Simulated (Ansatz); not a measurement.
## FHSSi, SMILES F[Si]S: the interaction energy of a dimer with the counterpoise correction, step by step

Program: Ansatz 0.2.0, Python API.

Notebook, run cell by cell (the value of a cell's last expression is shown):

**Cell 1**
```python
import ansatz as az
```

**Cell 2**
```python
FIRST = [
    ("F", (-1.1946, 0.0517, 1.1544)),
    ("Si", (0.0488, 0.9593, 0.7605)),
    ("S", (0.9619, -0.0086, -0.9148)),
    ("H", (0.1838, -1.0023, -1.0)),
]
SECOND = [
    ("F", (4.1955, 3.0811, 3.0697)),
    ("Si", (2.7636, 3.7696, 3.0452)),
    ("S", (2.1534, 3.7593, 0.9946)),
    ("H", (3.1798, 3.21, 0.4998)),
]
```

**Cell 3**
```python
def energy(atoms, ghosts=()):
    molecule = az.Crystal.molecule()
    for symbol, xyz in atoms:
        molecule = molecule.atom(symbol, xyz)
    calc = (
        molecule.calculation()
        .basis(gaussian="def2-SVPD")
        .functional("hf")
    )
    deck = calc.input()
    if ghosts:
        deck = deck.set(az.key.basis.gaussian.ghost_atoms, [{"symbol": s, "position_ang": list(xyz)} for s, xyz in ghosts])
    return az.Session.from_dict(deck).plan().execute().report["free_energy_ev"]
```

**Cell 4**
```python
# ghost atoms carry the functions of the partner
both = energy(FIRST + SECOND)
alone = energy(FIRST) + energy(SECOND)
ghosted = energy(FIRST, SECOND) + energy(SECOND, FIRST)
print(f"dimer {both:.6f} eV")
print(f"interaction, uncorrected   {(both - alone):8.3f} eV")
print(f"interaction, counterpoise  {(both - ghosted):8.3f} eV")
print(f"basis-set superposition    {(alone - ghosted):8.3f} eV")
```
Output:
```text
dimer -42789.542338 eV
interaction, uncorrected      0.216 eV
interaction, counterpoise     0.251 eV
basis-set superposition       0.034 eV
```

Uncorrected it is 0.216 eV, with the counterpoise correction 0.251 eV; the difference, 0.04 eV, is the superposition error. In this basis both values are repulsive.

Notes:
- Total energies depend on the basis set; only differences at equal settings carry meaning.
- The dimer is a generated trial pose of unrelaxed monomers, not a minimum, so the figure is no binding energy, and the basis set is small.
- Hartree-Fock leaves correlation out, so bond, atomisation and ionisation energies come out well too low.
- This level lacks the dispersion part of the attraction (electrostatics and induction are there), which can decide the sign where the interaction is weak.
- It ran for 7 s on 1 thread of Arm Neoverse V2, with other jobs on the host, peak memory 0.47 GiB.

(Lines on the test bed's own set-up are left out of the output.)
